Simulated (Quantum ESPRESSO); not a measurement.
**PtSe in Quantum ESPRESSO: the effect of dispersion**

Crystal: PtSe.

```
Pt Se
1.0
     0.00000    2.79841    2.79841
     2.79841    0.00000    2.79841
     2.79841    2.79841    0.00000
Pt Se
1 1
Direct
  0.50000 0.50000 0.50000
  0.00000 0.00000 0.00000
```

The cell comes from a database or a generator and needn't be the stable form of this composition.

Alike in all runs:

* Program: Quantum ESPRESSO 7.5
* Task: phonons
* Potentials or basis: JTH 2.0 PBE
* Cutoff: 707 eV
* Density cutoff: 4245 eV
* k mesh: 6 × 6 × 6, shifted
* Occupations: fermi-dirac, width 0.05 eV
* Spin: no spin polarisation

Each run relaxes the cell or the atoms first.

**Question.** One run gave: relaxed volume 19.46 Å³/atom; highest phonon frequency 159 cm⁻¹. Which dispersion did it use?
A. none
B. D3(BJ) two-body
C. rev-vdW-DF2
D. rVV10
E. D2

**Answer.** D.

```csv
dispersion,functional,relaxed volume (Å³/atom),highest phonon frequency (cm⁻¹)
none,PBE,18.58,170
D2,PBE,17.78,187
D3(BJ) two-body,PBE,17.93,186
rVV10,rPW86PBE,19.46,159
rev-vdW-DF2,rev-vdW-DF2,18.37,179
```

Caveats: the mesh is thin for the phonons of a metal; the volume moved by over 15 % at a fixed basis, so the end points are rough (some runs); pairwise dispersion overbinds metals, which lowers pressure and volume (some runs); the potentials were made for another functional, which shifts forces and pressure (some runs).

Not every run made on this cell is shown here.
